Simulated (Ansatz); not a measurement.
# AlBFH₅Si, SMILES F[BH][AlH][SiH3]: energies of removing a hydrogen

Program: Ansatz 0.2.0 through its Python package.

Run as a notebook:

In [1]:
```python
import ansatz as az
from ase import Atoms

BASIS = "def2-SVP"
METHOD = "mp2"
```

In [2]:
```python
def energy(molecule, charge=0, unpaired=0):
    calc = (
        molecule.calculation()
        .basis(gaussian=BASIS)
        .correlation(METHOD)
    )
    if charge:
        calc = calc.charge(charge)
    if unpaired:
        calc = calc.spin("collinear", total=unpaired)
    return calc.run(threads=1, pin="off").report["free_energy_ev"]

def without(molecule, index):
    rest = az.Crystal.molecule()
    for i, site in enumerate(molecule.cartesian_sites):
        if i != index:
            rest = rest.atom(site.symbol, site.position_ang)
    return rest
```

In [3]:
```python
atoms = Atoms(["F", "B", "Al", "Si", "H", "H", "H", "H", "H"], positions=[
    [-1.0403, -1.6791, 1.8144],
    [-1.1062, -0.1929, 1.8147],
    [-0.2222, 0.8635, 0.2786],
    [0.9467, -0.2928, -1.4665],
    [-1.6334, 0.3812, 2.6788],
    [-0.2019, 2.4746, 0.3007],
    [1.9721, -1.142, -0.907],
    [-0.0733, -1.1355, -2.1566],
    [1.4469, 0.6767, -2.3742],
])
system = az.Crystal.molecule_from_ase(atoms)
```

In [4]:
```python
whole = energy(system, 0)
hydrogen = energy(az.Crystal.molecule().atom("H", (0, 0, 0)), 0, 1)
print(f"E(molecule) = {whole:.5f} eV, E(H) = {hydrogen:.5f} eV")
for index in [4, 5, 8]:
    radical = energy(without(system, index), 0, 1)
    print(f"H{index}: homolysis {(radical + hydrogen - whole):.3f} eV")
    anion = energy(without(system, index), -1)
    print(f"H{index}: loss of a proton {(anion - whole):.3f} eV")
```
```text
E(molecule) = -17905.72275 eV, E(H) = -13.58606 eV
H4: homolysis 4.196 eV
H4: loss of a proton 17.449 eV
H5: homolysis 3.430 eV
H5: loss of a proton 16.780 eV
H8: homolysis 3.635 eV
H8: loss of a proton 16.778 eV
```

Caveats:
- Total energies depend on the basis set; only differences at equal settings carry meaning.
- The geometry is a force-field or estimated start, not a minimum of this method, and the basis set is short of its limit. All parts are taken at fixed geometry, without zero-point energy.
- Anions want diffuse functions, which this basis lacks.
- Run time: 19 s on 1 thread of Arm Neoverse V1 (shared host), peak memory 0.25 GiB.

(Lines on the test bed's own set-up are left out of the output.)
